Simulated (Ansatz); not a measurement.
# H₄OSiTe (SMILES O[Te][SiH3]): functionals against CCSD(T) at one geometry

The task here is to estimate one member of a computed series from the others.

Method: single points in def2-TZVPP; program: Ansatz 0.2.0, Gaussian basis.

Cores are frozen in the correlated methods. Filled d shells of the heavier atoms are correlated. Core potentials replace the inner electrons past krypton, and spin-orbit coupling is left out.

## Where the work starts

7 atoms, charge 0, spin multiplicity 1.

Atoms are counted from 1 here; the program's logs count them from 0.

Bond lengths: O1–Te2 1.901 Å, O1–H4 1.049 Å, Te2–Si3 2.731 Å, Si3–H5 1.583 Å, Si3–H6 1.499 Å, Si3–H7 1.435 Å. Angles: Te2–O1–H4 88.0°, O1–Te2–Si3 81.8°, Te2–Si3–H5 121.6°, Te2–Si3–H6 108.7°, Te2–Si3–H7 112.7°, H5–Si3–H6 98.8°, H5–Si3–H7 110.2°, H6–Si3–H7 102.1°.

Coordinates:

```
O    -0.87420   -1.83080    0.43750
Te   -1.58270   -0.14470    0.95640
Si    0.68690    0.74700   -0.27290
H    -1.60360   -1.86510   -0.31550
H     0.88660    0.62220   -1.83860
H     0.74340    2.23990   -0.15390
H     1.88250    0.34610    0.41280
```

Set-up of the first run:

File run/in.yaml:

```yaml
crystal:
  periodic: [false, false, false]
  atoms:
    - {symbol: O, position_ang: [-0.874200, -1.830800, 0.437500]}
    - {symbol: Te, position_ang: [-1.582700, -0.144700, 0.956400]}
    - {symbol: Si, position_ang: [0.686900, 0.747000, -0.272900]}
    - {symbol: H, position_ang: [-1.603600, -1.865100, -0.315500]}
    - {symbol: H, position_ang: [0.886600, 0.622200, -1.838600]}
    - {symbol: H, position_ang: [0.743400, 2.239900, -0.153900]}
    - {symbol: H, position_ang: [1.882500, 0.346100, 0.412800]}
basis:
  gaussian: {orbitals: def2-TZVPP}
correlation: {method: ccsd_t}
output: {forces: true}
```

No record of the launch command was kept for these runs.

Among the steps run: CCSD(T)/def2-TZVPP; PBE0-D4/def2-TZVPP; wB97M-V/def2-TZVPP; r2SCAN-D4/def2-TZVPP; PBE-D4/def2-TZVPP; CAM-B3LYP-D4/def2-TZVPP; BLYP-D4/def2-TZVPP.

One table of the session follows, with a row left open; its other results are not shown here.

```
      method  RMS force component (eV/Å)  angle to CCSD(T) forces (°)  dipole (D)
     CCSD(T)                       1.605                    reference        1.28
     PBE0-D4                       1.608                          3.3        1.28
     wB97M-V                       1.622                          2.8        1.29
   r2SCAN-D4                       1.592                          1.8        1.25
      PBE-D4                           ?                            ?           ?
CAM-B3LYP-D4                       1.632                          2.9        1.34
     BLYP-D4                       1.603                         11.9        1.31
```

Estimate the missing values for PBE-D4.

**Answer.** RMS force component (eV/Å): 1.544; angle to CCSD(T) forces (°): 8.8; dipole (D): 1.27. In the column «RMS force component (eV/Å)» it is the lowest.

Caveats from the session: CCSD(T) in triple zeta still lacks some correlation energy of the bonds, so part of these gaps is its own basis error and they don't rank the functionals.
